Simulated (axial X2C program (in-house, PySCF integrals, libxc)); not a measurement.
**AsB⁺: properties at the nuclei**

Aim: properties at the nuclei of AsB⁺, with spin–orbit coupling in the Hamiltonian from the start.

Program: an in-house X2C program for linear molecules on PySCF integrals. Level of theory: two-component X2C with atomic mean-field terms, As dyall-cv3z, B dyall-v3z. These are calculated values, not measurements.

## 1. Input

task.json reads:

```json
{"zs": [33, 5], "q": 1, "bas": ["dyall-cv3z", "dyall-v3z"], "r0": 2.06, "levels": ["PBE0", "HF", "B3LYP", "PBE50", "r2SCAN"], "nst": 3}
```

Keys: zs atomic numbers; q charge; bas basis sets; r0 starting distance in Å; levels methods (HF also brings MP2); nst determinants followed.

Command:

```console
$ python soeom.py task.json out
```

After this run come: Expectation values, lowest determinant; Expectation values, a higher determinant; Expectation values, a higher determinant.

Before running it: what results should come out? Wanted: lowest determinant; Eeff magnitude; Ws magnitude As; A∥/gI As; qzz As; higher determinant (for each run or level that gives them).

The runs gave:

| quantity | value |
| --- | --- |
| lowest determinant | Ω = 3/2 (excess of +ω over −ω: ω = 3/2) |
| Eeff magnitude (GV/cm), PBE0 | 0.269 |
| Ws magnitude As (kHz), PBE0 | 0.0478 |
| A∥/gI As (MHz), PBE0 | -247 |
| qzz As (a.u.), PBE0 | -2.72 |
| higher determinant | Ω = 1/2 (excess of +ω over −ω: 2 × ω = -1/2, ω = 3/2) |
| Eeff magnitude (GV/cm), PBE0, higher determinant | 0.352 |
| Ws magnitude As (kHz), PBE0, higher determinant | 0.257 |
| A∥/gI As (MHz), PBE0, higher determinant | -856 |
| qzz As (a.u.), PBE0, higher determinant | -2.15 |
| higher determinant | Ω = 1/2 (excess of +ω over −ω: ω = 1/2) |
| Eeff magnitude (GV/cm), PBE0, higher determinant | 0.0264 |
| Ws magnitude As (kHz), PBE0, higher determinant | 0.00151 |
| A∥/gI As (MHz), PBE0, higher determinant | 204 |
| qzz As (a.u.), PBE0, higher determinant | -2.58 |

What this shows: In the first state, the effective field runs from 0.107 to 0.68 GV/cm over the mean-field levels, so the levels don't agree on it. The expectation values come from single determinants, which for open shells can mix terms of unlike spin or miss the lowest Ω, so a determinant need not be a state. Eeff is the effective electric field on the electron dipole moment in this Ω state and Ws the scalar–pseudoscalar constant (defined with the proton number Z and per Ω); A∥ is the parallel hyperfine constant, which follows by multiplying with the nuclear g factor gI = μI/(I μN); qzz is the electric field gradient, eQq0 = 234.96 MHz × Q/barn × qzz. The operators were transformed with the bare-nucleus X2C matrices.
